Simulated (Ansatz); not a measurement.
# AlV3: the cost of one run

Method: DFT r²SCAN, scalar-relativistic, plane waves, PAW, in Ansatz 0.2.0.

**1. The structure to begin with**

The structure is cubic, space group Fm-3m (No. 225). The conventional cell has a = 6.103 Å, b = 6.103 Å, c = 6.103 Å, α = 90.00°, β = 90.00°, γ = 90.00°. V (site symmetry -43m) has 4 V at 2.64 Å and 4 Al at 2.64 Å as nearest neighbours. Around V (site symmetry m-3m) lie 8 V at 2.64 Å. Al (site symmetry m-3m) has 8 V at 2.64 Å as nearest neighbours.

Structure file:

```cif
data_structure
_symmetry_space_group_name_H-M 'P 1'
_symmetry_Int_Tables_number 1
_cell_length_a 4.3156
_cell_length_b 4.3156
_cell_length_c 4.3156
_cell_angle_alpha 60.000
_cell_angle_beta 60.000
_cell_angle_gamma 60.000
_cell_volume 56.83
loop_
_atom_site_label
_atom_site_type_symbol
_atom_site_fract_x
_atom_site_fract_y
_atom_site_fract_z
_atom_site_occupancy
V1 V 0.75000 0.75000 0.75000 1
V2 V 0.25000 0.25000 0.25000 1
V3 V 0.00000 0.00000 0.00000 1
Al1 Al 0.50000 0.50000 0.50000 1
```

An earlier run at r²SCAN left this cell at 14.208 Å³/atom and -0.02 GPa (12×12×12 mesh). The large moments point both ways and cancel.

**2. Ferrimagnetic, in the cell as typed**

The input, input.yaml:

```yaml
crystal:
  lattice:
    - [0.0, 3.0515584611, 3.0515584611]
    - [3.0515584611, 0.0, 3.0515584611]
    - [3.0515584611, 3.0515584611, 0.0]
  atoms:
    - { symbol: V, position: [0.75, 0.75, 0.75], spin: 1.0 }
    - { symbol: V, position: [0.25, 0.25, 0.25], spin: 1.0 }
    - { symbol: V, position: [0.0, 0.0, 0.0], spin: -1.0 }
    - { symbol: Al, position: [0.5, 0.5, 0.5] }
basis:
  ecutwfc: 500
  ecutrho_ratio: 4
kpoints:
  mp_grid: { grid: [12, 12, 12] }
hamiltonian:
  xc: r2scan
scf:
  occupations: { method: gaussian, width: 0.05 }
  lower_state_search: "off"
output:
  forces: true
  stress: true
  eigenvalues: true
  populations: true
magnetization:
  spin_polarized: true
```

The run is started by

```bash
$ ansatz run input.yaml --threads 4 --pin off --max-ram 10240MiB --backend cpu --events-out ev --progress --plain --runs-dir out
```

**Question.** How long does this run take on 4 threads of Intel Xeon Platinum 8488C (Sapphire Rapids), shared host, and how much memory does it need?

About 19 s, with a peak of 0.73 GiB.
